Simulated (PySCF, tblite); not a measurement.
# C₆H₁₀B radical: geometry, infrared bands and EPR parameters

Wanted: the infrared bands and EPR parameters of C₆H₁₀B radical (`C=C1CB[C](C)C1`), by calculation.

The runs use tblite 0.8.0 and PySCF 2.14.0, with density-fitted response routines of our own; the level of theory stands in each step. All values are computed, except where a source is named. Atoms count from 0, in the outputs and in this text.

## 1. The molecule as given

17 atoms, charge 0, multiplicity 2; geometry from: force field or distance geometry start.

Bonds of the start (Å): C0–C1 1.35, C1–C2 1.48, C2–B3 1.60, B3–C4 1.62, C4–C5 1.49, C4–C6 1.54, C6–C1 1.50, C0–H7 1.08, C0–H8 1.08, C2–H9 1.11, C2–H10 1.10, B3–H11 1.19, C5–H12 1.08, C5–H13 1.10, C5–H14 1.12, C6–H15 1.10, C6–H16 1.11.

## 2. Relaxing the molecule with GFN2-xTB

The job: settings as JSON, then the geometry in Å.

```
{"job": {"kind": "relax", "xc": "GFN2-xTB", "basis": "xTB"}, "charge": 0, "multiplicity": 2}
C      2.558600    -0.410800    -0.379200
C      1.272000    -0.033900    -0.253400
C      0.877100     1.395700    -0.182200
B     -0.712000     1.324000    -0.015500
C     -0.891600    -0.094300     0.751300
C     -2.296400    -0.592100     0.733900
C      0.066500    -0.911800    -0.132900
H      2.790600    -1.467200    -0.410100
H      3.375700     0.293000    -0.453500
H      1.341400     1.855400     0.711500
H      1.183600     1.980600    -1.067100
H     -1.477800     1.661600    -0.862600
H     -2.646800    -0.968900    -0.221100
H     -2.969700     0.239400     1.003900
H     -2.364700    -1.338200     1.570900
H      0.284100    -1.880400     0.331400
H     -0.397600    -1.040100    -1.135200
```

Command:

```sh
OMP_NUM_THREADS=1 python probes_run.py task.json out
```

One launch serves the whole session: the jobs run in the order shown.

**Question.** This job is followed by: GFN2-xTB harmonic vibrations, gas phase; UKS B3LYP, pcH-1 on B C H, non-relativistic, mean-field spin-orbit, GIAO. What will the session give for the following? strongest single infrared mode (GFN2-xTB); zero-point energy (GFN2-xTB); g(iso) (B3LYP); ⟨S²⟩; largest a(iso) (averaged by class); potential on the surface of density 0.002 e/bohr³, 1st and 99th percentile.

**Answer**, as computed:

| quantity | value |
| --- | --- |
| strongest single infrared mode (GFN2-xTB) | 2651 cm⁻¹, 203 km/mol |
| zero-point energy (GFN2-xTB) | 87.5 kcal/mol |
| g(iso) (B3LYP) | 2.00263 |
| ⟨S²⟩ | 0.753 (exact 0.75) |
| largest a(iso) (averaged by class) | 1H on H15, H16, 107.0 MHz |
| potential on the surface of density 0.002 e/bohr³, 1st and 99th percentile | -0.75 V and 0.80 V |

What this shows: Relaxing lowered the energy by 1.606 eV in 66 steps; the close pair that moved most is B3–C4, from 1.622 to 1.508 Å. No mode is imaginary among the 45: a minimum at this level. The strongest single mode, at 2651 cm⁻¹, moves mainly H11. GFN2-xTB is a fitted tight-binding method: band positions and strengths are rough. Its intensities can rank the bands wrongly. Most of the unpaired spin sits on C4 (0.75 e). The isotropic g lies 0.3 ppt above the free-electron value. The conformer search found further structures of the same energy, which may be mirror or relabelled copies of this one.
